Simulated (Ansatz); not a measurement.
# Si2Mo: the cost of one run

Computed with Ansatz 0.2.0 (DFT r2SCAN, scalar-relativistic, plane waves, PAW, unless a step's input says otherwise).

### 1 The system as given

It takes space group P6_222 (No. 180, hexagonal). The conventional cell has a = 4.584 Å, b = 4.584 Å, c = 6.577 Å, α = 90.00°, β = 90.00°, γ = 120.00°. Si (site symmetry 2) is surrounded by 5 Si at 2.55 to 2.67 Å and 5 Mo at 2.57 to 2.67 Å. Around Mo (site symmetry 222) lie 10 Si at 2.57 to 2.67 Å.

As a file:

```
Si Mo
1.0
     4.58398    0.00000    0.00000
    -2.29199    3.96984    0.00000
     0.00000    0.00000    6.57684
Si Mo
6 3
Direct
  0.16386 0.83614 0.83333
  0.32772 0.16386 0.16667
  0.83614 0.67228 0.50000
  0.83614 0.16386 0.83333
  0.67228 0.83614 0.16667
  0.16386 0.32772 0.50000
  0.50000 0.00000 0.50000
  0.00000 0.50000 0.16667
  0.50000 0.50000 0.83333
```

It goes back to an entry of the Materials Project, which need not be the stable form.

It is the result of an earlier relaxation at this level (volume 13.30 Å³/atom; gap on the mesh: 0.16 eV).

### 2 The cell as listed, for comparison

input.yaml reads:

```yaml
crystal:
  lattice:
    - [4.5854715599, 0.0, 0.0]
    - [-2.29273578, 3.9711348592, 0.0]
    - [0.0, 0.0, 6.5797601]
  atoms:
    - { symbol: Si, position: [0.16387298, 0.83612702, 0.83333333] }
    - { symbol: Si, position: [0.32774596, 0.16387298, 0.16666667] }
    - { symbol: Si, position: [0.83612702, 0.67225404, 0.5] }
    - { symbol: Si, position: [0.83612702, 0.16387298, 0.83333333] }
    - { symbol: Si, position: [0.67225404, 0.83612702, 0.16666667] }
    - { symbol: Si, position: [0.16387298, 0.32774596, 0.5] }
    - { symbol: Mo, position: [0.5, 0.0, 0.5] }
    - { symbol: Mo, position: [0.0, 0.5, 0.16666667] }
    - { symbol: Mo, position: [0.5, 0.5, 0.83333333] }
basis:
  ecutwfc: 500
kpoints:
  mp_grid: { grid: [12, 12, 6] }
hamiltonian:
  xc: r2scan
scf:
  occupations: { method: gaussian, width: 0.01 }
output:
  forces: true
  stress: true
  eigenvalues: true
  populations: true
  write_density: true
  write_potential: true
  elf: true
  volumetric_format: npy
```

The run is started by

```
ansatz run input.yaml --threads 2 --pin off --max-ram 5120MiB --backend cpu --events-out ev --progress --plain --runs-dir out
```

**Question.** How long does this run take on 2 threads of Arm Neoverse V1, shared host, and how much memory does it need?

About 54 s, with a peak of 0.77 GiB.
